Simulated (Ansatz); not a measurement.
# Mo2Ir: one candidate structure

Where does Mo2Ir go from the start given, cubic Laves (C15) type (Fd-3m, No. 227)?

Method: DFT PBE, scalar-relativistic, plane waves, PAW, in Ansatz 0.2.0.

### 1 The starting structure

The structure is cubic, space group Fd-3m (No. 227). The conventional cell has a = 7.020 Å, b = 7.020 Å, c = 7.020 Å, α = 90.00°, β = 90.00°, γ = 90.00°. Around Mo (site symmetry -3m) lie 6 Mo at 2.48 Å. Ir (site symmetry -43m) is surrounded by 12 Mo at 2.91 Å and 4 Ir at 3.04 Å.

Structure file:

```
CELL_PARAMETERS angstrom
0.00000 3.50995 3.50995
3.50995 0.00000 3.50995
3.50995 3.50995 0.00000
ATOMIC_POSITIONS crystal
Mo 0.62500 0.62500 0.62500
Mo 0.12500 0.62500 0.62500
Mo 0.62500 0.62500 0.12500
Mo 0.62500 0.12500 0.62500
Ir 0.00000 0.00000 0.00000
Ir 0.25000 0.25000 0.25000
```

This is candidate A: cubic Laves (C15) type (Fd-3m, No. 227).

### 2 A first look at the start (candidate A)

Contents of input.yaml:

```yaml
crystal:
  lattice:
    - [0.0, 3.5099463407, 3.5099463407]
    - [3.5099463407, 0.0, 3.5099463407]
    - [3.5099463407, 3.5099463407, 0.0]
  atoms:
    - { symbol: Mo, position: [0.625, 0.625, 0.625] }
    - { symbol: Mo, position: [0.125, 0.625, 0.625] }
    - { symbol: Mo, position: [0.625, 0.625, 0.125] }
    - { symbol: Mo, position: [0.625, 0.125, 0.625] }
    - { symbol: Ir, position: [0.0, 0.0, 0.0] }
    - { symbol: Ir, position: [0.25, 0.25, 0.25] }
basis:
  ecutwfc: 420
kpoints:
  mp_grid: { grid: [4, 4, 4] }
hamiltonian:
  xc: pbe
scf:
  occupations: { method: gaussian, width: 0.1 }
  lower_state_search: "off"
output:
  forces: true
  stress: true
  eigenvalues: true
```

On the command line:

```
$ ansatz run input.yaml --threads 1 --pin off --max-ram 2560MiB --backend cpu --events-out ev --progress --plain --runs-dir out
```

Log (excerpt; [...] marks lines left out):

```text
[...]
SCF converged after 6 iterations
Free energy (F): -43692.788115 eV
[...]
E sigma→0 (E₀):  -43692.773381 eV
Entropy (-TS):   -0.029468 eV (-4.911 meV/atom)
Fermi energy:    23.945866 eV
[...]
--- Forces (eV/Å), atoms counted from 1 ---
  atom   1  Mo     0.00000000    -0.00000000     0.00000000
  atom   2  Mo     0.00000000    -0.00000000     0.00000000
  atom   3  Mo     0.00000000    -0.00000000    -0.00000000
  atom   4  Mo     0.00000000    -0.00000000    -0.00000000
  atom   5  Ir     0.00000000     0.00000000    -0.00000000
  atom   6  Ir     0.00000000     0.00000000     0.00000000
[...]
--- Stress (GPa, compression-positive) ---
       27.227537       0.000000      -0.000000
        0.000000      27.227537       0.000000
        0.000000      -0.000000      27.227537
  P = ⅓ Tr σ = 27.2275 GPa (272.275 kbar)
--- Band table (eV; the first three rows and the last of 8) ---
[...]
```

Wall time 2.5 s (1 thread of Arm Neoverse V1, shared host); peak memory 0.35 GiB.

From the probe: pressure 27.2 GPa, largest force 0.00 eV/Å, gap on this mesh none (metal). Stress or forces are large, so a loose relaxation on a coarse mesh comes first.

### 3 Rough relaxation on the coarse mesh (candidate A)

input.yaml, as its differences from that of step 2:

```diff
@@ -25 +25,6 @@
   eigenvalues: true
+relax:
+  adjacent_minimum: "off"
+  f_tol: 0.04
+  max_steps: 70
+  cell: { stress_tol: 0.4 }
```

On the command line:

```
$ ansatz run input.yaml --threads 1 --pin off --max-ram 2560MiB --backend cpu --events-out ev --progress --plain --runs-dir out
```

Log:

```text
Warning: RAYON_NUM_THREADS=1 ignored (pool sized by the plan → 1); use --threads N
Engine: ansatz 0.2.0, aarch64-unknown-linux-gnu
Pseudopotentials: kind: paw
Pseudopotential: Mo, paw, valence charge 14, recommended cutoff 420 eV (normal), Mo.paw.azcp
Pseudopotential: Ir, paw, valence charge 17, recommended cutoff 420 eV (normal), Ir.paw.azcp
Functional definition: PBE
  parameter kappa = 0.804
  parameter beta = 0.06672455060314922
  exchange = pbe_x(kappa = kappa, mu = beta*pi^2/3)
  correlation = pbe_c(beta = beta)
Crystal: 6 atoms, lattice volume = 86.483 Å³
Basis set: ecut = 420 eV, 1687 PW (Γ), exchange–correlation on 72×72×72 points (8 copies of the dense FFT grid, shifted against one another)
Bands: 54, of which v1, the nominal top of the filled ones, is band 45 counted from 1 (44 counted from 0)
Symmetry: 48 space group operations
Space group: Fd-3m (ITA 227), of the structure as read, at distance tolerance 4.4e-5 Å
k-points: 8 of 64
Non-local potential: Mo, projectors of the file, l = 0: 3, l = 1: 2, l = 2: 2, l = 3: 1
Non-local potential: Ir, projectors of the file, l = 0: 3, l = 1: 2, l = 2: 2, l = 3: 1
PAW form: soft (Blöchl's): semilocal exchange-correlation on the pseudo side does not see the compensation charge
PAW one-centre angular grid: Mo, 590 points (default); XC on 64 Gauss nodes
PAW one-centre angular grid: Ir, 590 points (default); XC on 64 Gauss nodes
Initial density: superposition of atomic densities (neutral atoms: chi_scale 0, normalization atom), corrected by the library's trained network
Initial wavefunctions: pseudopotential atomic-orbital guess
Functional: x = pbe(κ = 0.804, μ = 0.2195149727645171), c = pbe(β = 0.06672455060314922)
SCF iter   1: F=—  HF=-43692.894099 eV  |F-HF|=—  |Δ(HF+E_count)|=         —  Δρ=1.85e-2  dr2=7.56e-1  ethr=1.77e-3  ⟨swp⟩=5.1  Hψ=1442  notcnv=0
preconditioner: auto → Kerker (q_TF=auto, 2.746 Å⁻¹)  [metal: Δε(μ)=0.062 eV  Ē_g=5.172 eV  σ=0.100 eV  W_gap=0.33  n_scr=26 (ndim 8)  ℏωp=25.9 eV  f_vac=0.000  D(μ)=6.04/eV (n_scr^D=58)]
SCF iter   2: F=—  HF=-43692.831766 eV  |F-HF|=—  |Δ(HF+E_count)|=   6.23e-2  Δρ=1.06e-2  dr2=2.72e-1  ethr=8.40e-4  ⟨swp⟩=1.0  Hψ=504  notcnv=0
SCF iter   3: F=—  HF=-43692.789300 eV  |F-HF|=—  |Δ(HF+E_count)|=   4.25e-2  Δρ=1.54e-3  dr2=4.29e-3  ethr=3.02e-4  ⟨swp⟩=2.0  Hψ=473  notcnv=0
SCF iter   4: F=—  HF=-43692.788124 eV  |F-HF|=—  |Δ(HF+E_count)|=   1.18e-3  Δρ=3.16e-4  dr2=3.67e-5  ethr=4.77e-6  ⟨swp⟩=2.2  Hψ=708  notcnv=0  defer=12
SCF iter   5: F=—  HF=-43692.788115 eV  |F-HF|=—  |Δ(HF+E_count)|=   9.23e-6  Δρ=4.60e-5  dr2=1.66e-6  ethr=4.08e-8  ⟨swp⟩=2.2  Hψ=705  notcnv=0  defer=15
SCF iter   6: F=-43692.788115 eV  HF=-43692.788115 eV  |F-HF|=8.83e-9  |Δ(HF+E_count)|=   2.06e-7  Δρ=1.00e-5  dr2=6.51e-8  ethr=1.11e-10  ⟨swp⟩=9.5  Hψ=1772  notcnv=0
SCF 1 converged in 6 iterations: F = -43692.788115 eV  dr2 = 6.51e-8
relax step   1: F+E_penalty+E_count = -43692.78811476 eV  Δ(F+E_penalty+E_count) = +0.000e0 eV  max|allowed force component| = 2.024e-18 eV/Å  Δτ_max = 0.0000 Å  P = +27.228 GPa  Ω = 86.483 Å³  (6 SCF iters, dr2 threshold 1.00e-7 eV, accepted)
Crystal: 6 atoms, lattice volume = 99.758 Å³
Basis set: ecut = 420 eV, 1917 PW (Γ), exchange–correlation on 72×72×72 points (8 copies of the dense FFT grid, shifted against one another)
Initial density: handed on by an earlier stage of this run
Initial wavefunctions: those handed on with the density
iter 1 solved again at ethr=1.33e-3 eV; its pass at ethr=3.10e-3 eV (dr2=1.19e0 eV) is discarded
SCF iter   1: F=—  HF=-43693.288604 eV  |F-HF|=—  |Δ(HF+E_count)|=         —  Δρ=2.26e-2  dr2=1.19e0  ethr=1.33e-3  ⟨swp⟩=1.0  Hψ=2086  notcnv=0
preconditioner: auto → Kerker (q_TF=auto, 2.682 Å⁻¹)  [metal: Δε(μ)=0.015 eV  Ē_g=4.452 eV  σ=0.100 eV  W_gap=0.09  n_scr=26 (ndim 8)  ℏωp=24.1 eV  f_vac=0.000  D(μ)=6.44/eV (n_scr^D=64)]
SCF iter   2: F=—  HF=-43693.212436 eV  |F-HF|=—  |Δ(HF+E_count)|=   7.62e-2  Δρ=1.07e-2  dr2=2.92e-1  ethr=1.33e-3  ⟨swp⟩=1.0  Hψ=432  notcnv=0
SCF iter   3: F=—  HF=-43693.184625 eV  |F-HF|=—  |Δ(HF+E_count)|=   2.78e-2  Δρ=1.59e-3  dr2=5.91e-3  ethr=3.24e-4  ⟨swp⟩=1.2  Hψ=434  notcnv=0
SCF iter   4: F=—  HF=-43693.183110 eV  |F-HF|=—  |Δ(HF+E_count)|=   1.52e-3  Δρ=2.82e-4  dr2=1.23e-4  ethr=6.57e-6  ⟨swp⟩=2.4  Hψ=668  notcnv=0
SCF iter   5: F=—  HF=-43693.183074 eV  |F-HF|=—  |Δ(HF+E_count)|=   3.61e-5  Δρ=7.46e-5  dr2=4.40e-6  ethr=1.37e-7  ⟨swp⟩=2.0  Hψ=578  notcnv=0
SCF iter   6: F=-43693.183073 eV  HF=-43693.183073 eV  |F-HF|=3.24e-8  |Δ(HF+E_count)|=   3.39e-7  Δρ=1.39e-5  dr2=1.64e-7  ethr=6.67e-10  ⟨swp⟩=7.0  Hψ=1786  notcnv=0
SCF 2 converged in 6 iterations: F = -43693.183073 eV  dr2 = 1.64e-7
relax step   2: F+E_penalty+E_count = -43693.18307319 eV  Δ(F+E_penalty+E_count) = -3.950e-1 eV  max|allowed force component| = 9.252e-18 eV/Å  Δτ_max = 0.0000 Å  P = -12.510 GPa  Ω = 99.758 Å³  energy of the carried Pulay correction = -4.948e-3 eV  (6 SCF iters, dr2 threshold 6.00e-7 eV, accepted)
Crystal: 6 atoms, lattice volume = 95.160 Å³
Basis set: ecut = 420 eV, 1837 PW (Γ), exchange–correlation on 72×72×72 points (8 copies of the dense FFT grid, shifted against one another)
iter 1 solved again at ethr=9.81e-5 eV; its pass at ethr=3.10e-3 eV (dr2=8.82e-2 eV) is discarded
SCF iter   1: F=—  HF=-43693.408354 eV  |F-HF|=—  |Δ(HF+E_count)|=         —  Δρ=6.55e-3  dr2=8.88e-2  ethr=9.81e-5  ⟨swp⟩=1.0  Hψ=1739  notcnv=0
preconditioner: auto → Kerker (q_TF=auto, 2.703 Å⁻¹)  [metal: Δε(μ)=0.061 eV  Ē_g=4.639 eV  σ=0.100 eV  W_gap=0.33  n_scr=26 (ndim 8)  ℏωp=24.7 eV  f_vac=0.000  D(μ)=6.14/eV (n_scr^D=58)]
SCF iter   2: F=—  HF=-43693.402458 eV  |F-HF|=—  |Δ(HF+E_count)|=   5.90e-3  Δρ=3.23e-3  dr2=2.31e-2  ethr=9.81e-5  ⟨swp⟩=1.0  Hψ=432  notcnv=0
SCF iter   3: F=—  HF=-43693.400229 eV  |F-HF|=—  |Δ(HF+E_count)|=   2.23e-3  Δρ=4.58e-4  dr2=3.99e-4  ethr=2.57e-5  ⟨swp⟩=1.5  Hψ=446  notcnv=0
SCF iter   4: F=—  HF=-43693.400152 eV  |F-HF|=—  |Δ(HF+E_count)|=   7.70e-5  Δρ=7.34e-5  dr2=6.00e-6  ethr=4.43e-7  ⟨swp⟩=2.0  Hψ=598  notcnv=0
iter 5 did not close the SCF: its close was put off for the readings that it lacked (scf_convergence_deferred on its scf_iter line)
SCF iter   5: F=-43693.400151 eV  HF=-43693.400151 eV  |F-HF|=1.31e-7  |Δ(HF+E_count)|=   6.75e-7  Δρ=1.53e-5  dr2=2.60e-7  ethr=6.67e-9  ⟨swp⟩=2.0  Hψ=673  notcnv=0
SCF iter   6: F=-43693.400151 eV  HF=-43693.400151 eV  |F-HF|=1.33e-9  |Δ(HF+E_count)|=   1.53e-8  Δρ=3.03e-6  dr2=6.57e-9  ethr=2.89e-10  ⟨swp⟩=2.4  Hψ=1447  notcnv=0
SCF 3 converged in 6 iterations: F = -43693.400151 eV  dr2 = 6.57e-9
relax step   3: F+E_penalty+E_count = -43693.40015133 eV  Δ(F+E_penalty+E_count) = -2.171e-1 eV  max|allowed force component| = 8.866e-18 eV/Å  Δτ_max = 0.0000 Å  P = -2.043 GPa  Ω = 95.160 Å³  energy of the carried Pulay correction = -3.316e-3 eV  (6 SCF iters, dr2 threshold 6.00e-7 eV, accepted)
Crystal: 6 atoms, lattice volume = 94.312 Å³
iter 1 solved again at ethr=3.91e-6 eV; its pass at ethr=3.10e-3 eV (dr2=3.52e-3 eV) is discarded
SCF iter   1: F=—  HF=-43693.405675 eV  |F-HF|=—  |Δ(HF+E_count)|=         —  Δρ=1.29e-3  dr2=3.50e-3  ethr=3.91e-6  ⟨swp⟩=2.5  Hψ=1709  notcnv=0
preconditioner: auto → Kerker (q_TF=auto, 2.707 Å⁻¹)  [metal: Δε(μ)=0.067 eV  Ē_g=4.702 eV  σ=0.100 eV  W_gap=0.35  n_scr=26 (ndim 8)  ℏωp=24.8 eV  f_vac=0.000  D(μ)=6.26/eV (n_scr^D=58)]
SCF iter   2: F=—  HF=-43693.405445 eV  |F-HF|=—  |Δ(HF+E_count)|=   2.30e-4  Δρ=6.26e-4  dr2=8.88e-4  ethr=3.88e-6  ⟨swp⟩=1.0  Hψ=432  notcnv=0
SCF iter   3: F=—  HF=-43693.405353 eV  |F-HF|=—  |Δ(HF+E_count)|=   9.18e-5  Δρ=9.23e-5  dr2=1.88e-5  ethr=9.86e-7  ⟨swp⟩=1.4  Hψ=437  notcnv=0
SCF iter   4: F=—  HF=-43693.405359 eV  |F-HF|=—  |Δ(HF+E_count)|=   5.92e-6  Δρ=1.59e-5  dr2=3.37e-7  ethr=2.09e-8  ⟨swp⟩=2.2  Hψ=613  notcnv=0
iter 5 did not close the SCF: its close was put off for the readings that it lacked (scf_convergence_deferred on its scf_iter line)
SCF iter   5: F=-43693.405359 eV  HF=-43693.405359 eV  |F-HF|=1.66e-9  |Δ(HF+E_count)|=   9.06e-8  Δρ=3.62e-6  dr2=8.34e-9  ethr=3.74e-10  ⟨swp⟩=2.0  Hψ=592  notcnv=0
SCF iter   6: F=-43693.405359 eV  HF=-43693.405359 eV  |F-HF|=1.24e-10  |Δ(HF+E_count)|=  1.46e-10  Δρ=7.34e-7  dr2=4.22e-10  ethr=9.27e-12  ⟨swp⟩=1.1  Hψ=1148  notcnv=0
SCF 4 converged in 6 iterations: F = -43693.405359 eV  dr2 = 4.22e-10
relax step   4: F+E_penalty+E_count = -43693.40535921 eV  Δ(F+E_penalty+E_count) = -5.208e-3 eV  max|allowed force component| = 1.205e-17 eV/Å  Δτ_max = 0.0000 Å  P = +0.211 GPa  Ω = 94.312 Å³  energy of the carried Pulay correction = -3.006e-3 eV  (6 SCF iters, dr2 threshold 6.00e-7 eV, accepted)
Initial wavefunctions: pseudopotential atomic-orbital guess (no wavefunctions were taken with the density)
iter 1 solved again at ethr=2.03e-7 eV; its pass at ethr=3.10e-3 eV (dr2=1.83e-4 eV) is discarded
SCF iter   1: F=—  HF=-43693.407523 eV  |F-HF|=—  |Δ(HF+E_count)|=         —  Δρ=4.08e-4  dr2=7.89e-6  ethr=2.03e-7  ⟨swp⟩=3.0  Hψ=2417  notcnv=0
preconditioner: auto → Kerker (q_TF=auto, 2.707 Å⁻¹)  [metal: Δε(μ)=0.069 eV  Ē_g=4.706 eV  σ=0.100 eV  W_gap=0.36  n_scr=26 (ndim 8)  ℏωp=24.8 eV  f_vac=0.000  D(μ)=6.30/eV (n_scr^D=58)]
SCF iter   2: F=—  HF=-43693.407702 eV  |F-HF|=—  |Δ(HF+E_count)|=   1.79e-4  Δρ=2.09e-4  dr2=2.07e-6  ethr=8.76e-9  ⟨swp⟩=1.0  Hψ=432  notcnv=0
iter 3 did not close the SCF: its close was put off for the readings that it lacked (scf_convergence_deferred on its scf_iter line)
SCF iter   3: F=-43693.407764 eV  HF=-43693.407764 eV  |F-HF|=2.05e-9  |Δ(HF+E_count)|=   6.19e-5  Δρ=3.59e-6  dr2=3.56e-9  ethr=2.30e-9  ⟨swp⟩=3.0  Hψ=791  notcnv=0
iter 4 did not close the SCF: its close was put off for the readings that it lacked (scf_convergence_deferred on its scf_iter line)
SCF iter   4: F=-43693.407764 eV  HF=-43693.407764 eV  |F-HF|=2.76e-10  |Δ(HF+E_count)|=   2.68e-9  Δρ=1.05e-6  dr2=4.26e-10  ethr=3.95e-12  ⟨swp⟩=2.4  Hψ=783  notcnv=0
iter 5 did not close the SCF: its close was put off for the readings that it lacked (scf_convergence_deferred on its scf_iter line)
SCF iter   5: F=-43693.407764 eV  HF=-43693.407764 eV  |F-HF|=2.18e-11  |Δ(HF+E_count)|=  3.86e-10  Δρ=1.14e-7  dr2=4.01e-12  ethr=1.00e-12  ⟨swp⟩=1.0  Hψ=432  notcnv=0
SCF iter   6: F=-43693.407764 eV  HF=-43693.407764 eV  |F-HF|=7.28e-12  |Δ(HF+E_count)|=  2.18e-11  Δρ=1.81e-8  dr2=1.99e-13  ethr=1.00e-12  ⟨swp⟩=1.0  Hψ=896  notcnv=0
SCF 5 converged in 6 iterations: F = -43693.407764 eV  dr2 = 1.99e-13
relax step   5: F+E_penalty+E_count = -43693.40776414 eV  Δ(F+E_penalty+E_count) = -2.405e-3 eV  max|allowed force component| = 1.195e-17 eV/Å  Δτ_max = 0.0000 Å  P = +0.192 GPa  Ω = 94.312 Å³  stress off target by 1.92e-1 GPa  SCF on the basis re-selected at this cell (its energy is not comparable with the rows above)  (6 SCF iters)
basis re-selected at this cell: Δ(F+E_penalty+E_count) = -2.405e-3 eV, ΔP = -0.019 GPa vs the last step (what re-selecting the basis moved, of the pressure what is left beyond the Pulay correction that the steps carried, after the strain that the cell walked since its last selection, with what the two solves' SCF thresholds leave and, on support functions, any second-order correction that the steps lacked; it is no measure of the basis error at this ecutwfc). This SCF's stress stands 1.92e-1 GPa from its target on what of the cell is left free (relax.cell.stress_tol is 4.00e-1 GPa) and its largest allowed force component is 1.20e-17 eV/Å (relax.f_tol is 4.00e-2 eV/Å): within both
SCF converged after 6 iterations
Free energy (F): -43693.407764 eV
Harris-Foulkes:  -43693.407764 eV  (|F-HF|=7.28e-12)
Internal energy: -43693.376250 eV  (E = F + TS)
E sigma→0 (E₀):  -43693.392007 eV
Entropy (-TS):   -0.031515 eV (-5.252 meV/atom)
Fermi energy:    21.580016 eV
--- Per-component energies (eV) ---
  E_band       = -492.225177
  E_kinetic    = 3014.253202
  E_local      = -5714.418993  (includes V_loc(G=0)·N_el)
  E_nonlocal   = 720.832278
  E_hartree    = 2022.509375
  E_xc         = -1269.553973
  E_vxc        = -1515.731411  (∫ρ·V_xc dr)
  E_paw        = -31253.613689  (= ΣΔE_a)
  E_vpaw       = -1042.179322  (= ΣTr[D̂ρ^β])
  E_aug_tail   = 0.000287  (compensation charges beyond the density's cutoff)
  E_ewald      = -11213.384736
  E_smearing   = -0.031515  (= −TS)
  E_closure    = 0.000000  (closes the sum)
  Σ components = -43693.407764   (vs F -43693.407764, Δ=0.00e0)
--- Forces (eV/Å), atoms counted from 1 ---
  atom   1  Mo     0.00000000    -0.00000000     0.00000000
  atom   2  Mo     0.00000000    -0.00000000    -0.00000000
  atom   3  Mo     0.00000000    -0.00000000    -0.00000000
  atom   4  Mo     0.00000000     0.00000000    -0.00000000
  atom   5  Ir     0.00000000     0.00000000     0.00000000
  atom   6  Ir    -0.00000000    -0.00000000    -0.00000000
  max |Σ_I F_I| component: 1.16e-18 eV/Å
--- Stress (GPa, compression-positive) ---
        0.191661       0.000000       0.000000
        0.000000       0.191661       0.000000
        0.000000       0.000000       0.191661
  P = ⅓ Tr σ = 0.1917 GPa (1.917 kbar)
--- Band table (eV; the first three rows and the last of 8) ---
  k-point 0: bands = ["-70.7657", "-70.7604", "-39.9061", "-39.4376", "-39.4376", "-39.4376", "-27.6256", "-27.6256", "-27.6256", "-27.5799", "-27.5799", "-27.5799", "-15.4407", "-14.3890", "-14.3890", "-14.3890", "-14.0629", "-14.0629", "-13.1459", "-13.1459", "-13.1459", "-12.7507", "-12.7507", "-12.7507", "13.2786", "14.7168", "16.2795", "16.2795", "16.2795", "17.1608", "17.1608", "17.1608", "17.8943", "17.8943", "17.9997", "17.9997", "19.0018", "19.0018", "19.0018", "19.8389", "19.8389", "19.8389", "20.0829", "20.0829", "23.1163", "23.1163", "23.1163", "23.2446", "23.9518", "23.9518", "23.9518", "24.3455", "24.3455", "26.1890"]
  k-point 1: bands = ["-70.7651", "-70.7610", "-39.8589", "-39.4888", "-39.4378", "-39.4378", "-27.6280", "-27.6280", "-27.6239", "-27.5807", "-27.5775", "-27.5775", "-15.2322", "-14.3097", "-14.3010", "-14.3010", "-13.9926", "-13.9926", "-13.2894", "-13.2894", "-13.1457", "-13.1029", "-12.7877", "-12.7877", "13.9904", "15.2884", "16.2212", "16.5729", "16.5729", "16.7558", "17.2378", "17.2378", "18.1048", "18.1048", "18.2532", "18.2532", "18.7184", "19.0850", "19.0850", "19.8122", "19.8122", "19.9083", "20.0956", "20.0956", "22.2952", "22.9560", "22.9560", "22.9907", "23.2099", "23.2099", "23.6664", "24.0525", "24.0525", "25.1086"]
  k-point 2: bands = ["-70.7644", "-70.7618", "-39.7927", "-39.5590", "-39.4380", "-39.4380", "-27.6303", "-27.6303", "-27.6207", "-27.5830", "-27.5754", "-27.5754", "-15.0069", "-14.2366", "-14.2366", "-13.9277", "-13.7736", "-13.7200", "-13.7200", "-13.6245", "-13.6245", "-13.1455", "-12.8117", "-12.8117", "15.3185", "15.3551", "15.8986", "16.8840", "16.8840", "16.9556", "17.5565", "17.5565", "17.8775", "17.8775", "18.5386", "18.5386", "18.8399", "19.3610", "19.3610", "19.5201", "19.5201", "20.0820", "20.4622", "21.1656", "21.1656", "21.5653", "21.5653", "21.7901", "22.8719", "23.0719", "23.0719", "23.5957", "23.5957", "24.3463"]
  k-point 7: bands = ["-70.7631", "-70.7631", "-39.6769", "-39.6769", "-39.4384", "-39.4384", "-27.6333", "-27.6333", "-27.6027", "-27.6027", "-27.5712", "-27.5712", "-14.4954", "-14.4954", "-14.0882", "-14.0882", "-13.7379", "-13.7379", "-13.7155", "-13.7155", "-13.3413", "-13.3413", "-12.9774", "-12.9774", "15.8093", "15.8093", "16.6788", "16.6788", "17.3287", "17.3287", "17.6508", "17.6508", "18.1477", "18.1477", "18.3082", "18.3082", "18.8123", "18.8123", "19.1583", "19.1583", "19.8533", "19.8533", "20.8584", "20.8584", "20.9022", "20.9022", "21.8234", "21.8234", "22.1651", "22.1651", "23.0912", "23.0912", "23.8744", "23.8744"]
--- Relaxed structure (4 steps of the walk, 4 accepted, 1 SCFs on fresh bases) ---
  F+E_penalty+E_count = -43693.40776414 eV   max|allowed force component| = 1.195e-17 eV/Å   (the final SCF, on the basis selected at the relaxed cell)
  cell:  # Å, volume = 94.3121 Å³
    - [5.923369988241124e-34, 3.612816008589085, 3.6128160085890855]
    - [3.612816008589085, -1.9107645123358515e-35, 3.6128160085890855]
    - [3.612816008589085, 3.612816008589085, 4.713219130428421e-34]
  atoms:
    - { symbol: Mo, position: [0.6250000000000002, 0.6250000000000002, 0.6249999999999996] }
    - { symbol: Mo, position: [0.12500000000000028, 0.625, 0.6249999999999999] }
    - { symbol: Mo, position: [0.6250000000000002, 0.6250000000000002, 0.12499999999999989] }
    - { symbol: Mo, position: [0.625, 0.12500000000000028, 0.6249999999999999] }
    - { symbol: Ir, position: [1.2915959308239637e-33, -7.6608871061013915e-34, -7.909608991415623e-34] }
    - { symbol: Ir, position: [0.25, 0.25, 0.25] }
```

It took 14 s on 1 thread of Arm Neoverse V1, shared host; peak memory 0.37 GiB.

The steps of the relaxation:

| step | energy from step 1 (eV/cell) | largest force component (eV/Å) | pressure (GPa) | volume (Å³) |
| --- | --- | --- | --- | --- |
| 1 | 0.0000 | 0.0000 | 27.23 | 86.48 |
| 2 | -0.3950 | 0.0000 | -12.51 | 99.76 |
| 3 | -0.6120 | 0.0000 | -2.04 | 95.16 |
| 4 | -0.6172 | 0.0000 | 0.21 | 94.31 |
| 5 | -0.6196 | 0.0000 | 0.19 | 94.31 |

Step 1 is the start. Step 5 repeats the geometry before it on a plane-wave basis chosen anew for that cell, so its energy need not be comparable with the rows above.

Lengths and angles in the start's conventional setting:

|  | before | after | change |
| --- | --- | --- | --- |
| a (Å) | 7.020 | 7.226 | +2.9 % |
| b (Å) | 7.020 | 7.226 | +2.9 % |
| c (Å) | 7.020 | 7.226 | +2.9 % |
| volume (Å³/atom) | 14.41 | 15.72 | +9.1 % |
| shortest distance (Å) | 2.482 | 2.555 | +2.9 % |
| space group (0.01 Å) | Fd-3m | Fd-3m | same |

The run keeps the 48 symmetry operations of the start, so it could not have lowered the symmetry.

[end of part 1 of 2]
